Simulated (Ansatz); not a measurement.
# BCl₂HS: taking an electron away

How much energy removes an electron from BCl₂HS at fixed geometry? The cation is run at each level and the neutral's energy taken from earlier runs.

Program: Ansatz 0.2.0, Gaussian basis. Level of theory: unrestricted cation, the program's frozen cores in correlated methods. These are calculated values, not measurements.

The runs, in order: UKS PBE-D4/def2-TZVPP; UKS r2SCAN-D4/def2-TZVPP; UKS PBE0-D4/def2-TZVPP; UKS B3LYP-D4/def2-TZVPP; UKS wB97X-V/def2-TZVPP; UKS wB97M-V/def2-TZVPP; UKS B2PLYP/def2-TZVPP; UHF-CCSD(T)/def2-TZVPP; UHF-MP2/def2-QZVPP; extrapolation to the limit; then −ε(HOMO) from the neutral's earlier runs with LDA (SPW92), PBE-D4, revPBE-D4, BLYP-D4, r2SCAN-D4, B97M-V, PBE0-D4, B3LYP-D4, r2SCANh-D4, r2SCAN0-D4, HSE06-D4, BHLYP-D4, CAM-B3LYP-D4, LC-ωPBE, ωB97X-V, ωB97M-V.

### 1 The relaxed structure

The geometry comes from an earlier relaxation with PBE0-D4 in a triple-zeta def2 set; it is a stationary point.

SMILES `SB(Cl)Cl`, 5 atoms, charge 0, spin multiplicity 1.

Atoms are counted from 1 here; the program's logs count them from 0.

Bond lengths: S1–B2 1.787 Å, S1–H5 1.343 Å, B2–Cl3 1.746 Å, B2–Cl4 1.747 Å. Angles: B2–S1–H5 96.3°, S1–B2–Cl3 117.5°, S1–B2–Cl4 122.7°, Cl3–B2–Cl4 119.7°.

### 2 Cation, UKS PBE-D4/def2-TZVPP

Input file in.yaml:

```yaml
crystal:
  periodic: [false, false, false]
  atoms:
    - {symbol: S, position_ang: [-0.116379, 1.375625, 0.225186]}
    - {symbol: B, position_ang: [0.242098, -0.374247, 0.179010]}
    - {symbol: Cl, position_ang: [1.348675, -1.003724, 1.374284]}
    - {symbol: Cl, position_ang: [-0.465063, -1.452836, -0.999269]}
    - {symbol: H, position_ang: [-0.959431, 1.381581, -0.820611]}
basis:
  gaussian: {orbitals: def2-TZVPP}
total_charge: 1
magnetization: {spin_polarized: true, initial_magnetization: 1}
hamiltonian: {xc: pbe, dispersion: d4}
```

Launch:

```
> ansatz run in.yaml --threads 4 --pin off --events-out ev --progress --plain --max-ram 10444MiB
```

Further steps of the session: Cation, UKS r2SCAN-D4/def2-TZVPP; Cation, UKS PBE0-D4/def2-TZVPP; Cation, UKS B3LYP-D4/def2-TZVPP; Cation, UKS wB97X-V/def2-TZVPP; Cation, UKS wB97M-V/def2-TZVPP; Cation, UKS B2PLYP (frozen core)/def2-TZVPP; Cation, UHF-CCSD(T)/def2-TZVPP; Cation, UHF-MP2/def2-QZVPP.

Before running them: what should the planned runs give, taken together? Wanted: ionisation energy, CCSD(T)/CBS; nearest functional by difference; nearest −ε(HOMO); −ε(HOMO) of PBE; T1 of the cation.

The runs gave:

| quantity | value |
| --- | --- |
| ionisation energy, CCSD(T)/CBS | 10.80 eV |
| nearest functional by difference | ωB97X-V (-0.10 eV) |
| nearest −ε(HOMO) | ωB97X-V (-0.11 eV) |
| −ε(HOMO) of PBE | 7.13 eV |
| T1 of the cation | 0.021 |

In words: By cation minus neutral, the functionals miss by 0.49 eV at most. −ε(HOMO) of PBE misses by 3.7 eV, since self-interaction lifts the level. Among orbital estimates ωB97X-V comes nearest. Hartree-Fock falls 1.12 eV short, as the neutral has more correlation energy than the cation. The cation may have settled in a state other than its lowest; no search over hole states beyond the program's own was made.
